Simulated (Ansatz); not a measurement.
# ClGeH5: the cost of one run

Method: RKS B3LYP-D4/def2-SVP, in Ansatz 0.2.0.

## (1) The system as given

Bond lengths: Ge1–Cl2 2.570 Å, Ge1–H3 1.550 Å, Ge1–H4 1.549 Å, Ge1–H5 1.549 Å. Angles: Cl2–Ge1–H3 109.5°, Cl2–Ge1–H4 109.5°, Cl2–Ge1–H5 109.5°, H3–Ge1–H4 109.5°, H3–Ge1–H5 109.5°, H4–Ge1–H5 109.5°.

Structure file:

```xyz
7

Ge    0.0000    0.0000    0.0000
Cl    0.0000    0.0000    2.5700
H     1.4616    0.0000   -0.5162
H    -0.7300    1.2648   -0.5162
H    -0.7300   -1.2648   -0.5162
H    -1.7556    0.0000    0.5833
H    -1.4971    0.0000    1.5533
```

## (2) A restrained relaxation towards end A

Springs on the bonds that form and break draw the guess towards this end; the thresholds are loose.

Contents of input.yaml:

```yaml
crystal:
  periodic: [false, false, false]
  atoms:
    - { symbol: Ge, position_ang: [0.0, 0.0, 0.0] }
    - { symbol: Cl, position_ang: [0.0, 0.0, 2.57] }
    - { symbol: H, position_ang: [1.4616, 0.0, -0.5162] }
    - { symbol: H, position_ang: [-0.73, 1.2648, -0.5162] }
    - { symbol: H, position_ang: [-0.73, -1.2648, -0.5162] }
    - { symbol: H, position_ang: [-1.7556, 0.0, 0.5833] }
    - { symbol: H, position_ang: [-1.4971, 0.0, 1.5533] }
basis:
  gaussian: { orbitals: def2-SVP }
hamiltonian:
  xc: b3lyp
  dispersion: d4
relax:
  f_tol: 0.15
  max_steps: 25
  restrain:
    - { distance: [0, 5], at: 2.75, k: 30.0 }
    - { distance: [6, 1], at: 2.57, k: 30.0 }
    - { distance: [0, 1], at: 2.22, k: 30.0 }
    - { distance: [6, 5], at: 0.66, k: 30.0 }
output:
  orbitals: {}
```

On the command line:

```sh
$ ansatz run input.yaml --threads 1 --pin off --max-ram 2048MiB --backend cpu --events-out ev --progress --plain --runs-dir out
```

What time and memory should one allow on 1 thread of Arm Neoverse V1, shared host?

About 18 s, with a peak of 0.15 GiB.
